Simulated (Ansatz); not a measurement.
# GeH6SeSi: basis-set convergence

The task here is to estimate one member of a computed series from the others.

Computed with Ansatz 0.2.0, Gaussian basis. Level: one geometry, several basis sets.

Levels to be run: PBE0-D4/def2-SVP; ωB97M-V/def2-SVP; PBE0-D4/def2-QZVPP; ωB97M-V/def2-QZVPP; the functionals' def2-TZVPP values are taken from earlier runs.

### Structure used throughout

All runs share one geometry, relaxed beforehand with PBE0-D4 in a triple-zeta def2 set.

SMILES `[SiH3][Se][GeH3]`, 9 atoms, charge 0, spin multiplicity 1.

Atoms are counted from 1 here; the program's logs count them from 0.

Bond lengths: Si1–Se2 2.273 Å, Si1–H4 1.486 Å, Si1–H5 1.483 Å, Si1–H6 1.486 Å, Se2–Ge3 2.358 Å, Ge3–H7 1.536 Å, Ge3–H8 1.533 Å, Ge3–H9 1.536 Å. Angles: Se2–Si1–H4 110.9°, Se2–Si1–H5 106.5°, Se2–Si1–H6 111.0°, H4–Si1–H5 109.9°, H4–Si1–H6 108.6°, H5–Si1–H6 109.9°, Si1–Se2–Ge3 94.9°, Se2–Ge3–H7 109.7°, Se2–Ge3–H8 105.9°, Se2–Ge3–H9 109.8°, H7–Ge3–H8 110.8°, H7–Ge3–H9 109.8°, H8–Ge3–H9 110.7°.

Set-up of the first run:

in.yaml

```yaml
crystal:
  periodic: [false, false, false]
  atoms:
    - {symbol: Si, position_ang: [-0.754887, 0.820513, -1.278457]}
    - {symbol: Se, position_ang: [1.367826, 0.708894, -0.472323]}
    - {symbol: Ge, position_ang: [0.847253, -0.801662, 1.261183]}
    - {symbol: H, position_ang: [-1.226756, -0.517818, -1.718716]}
    - {symbol: H, position_ang: [-0.718402, 1.749371, -2.434148]}
    - {symbol: H, position_ang: [-1.689694, 1.335012, -0.244475]}
    - {symbol: H, position_ang: [0.279276, -2.099036, 0.665964]}
    - {symbol: H, position_ang: [2.166349, -1.072089, 1.994083]}
    - {symbol: H, position_ang: [-0.182566, -0.169484, 2.209789]}
basis:
  gaussian: {orbitals: def2-SVP}
hamiltonian: {xc: pbe0, dispersion: d4}
output: {orbitals: {seedname: orbitals}}
```

Among the steps run: PBE0-D4 in def2-SVP; ωB97M-V in def2-SVP; PBE0-D4 in def2-QZVPP; ωB97M-V in def2-QZVPP.

One of the session's tables, all rows but one given; the rest of the session is left out.

It belongs to the step «Functionals by basis». 

```
functional       basis  HOMO (eV)
   PBE0-D4    def2-SVP          ?
   PBE0-D4  def2-TZVPP      -6.99
   PBE0-D4  def2-QZVPP      -7.00
   ωB97M-V    def2-SVP      -8.99
   ωB97M-V  def2-TZVPP      -9.11
   ωB97M-V  def2-QZVPP      -9.12
```

**Question.** Estimate the row for PBE0-D4, def2-SVP.

As computed: HOMO (eV): -6.91. In the column «HOMO (eV)» it is the highest.
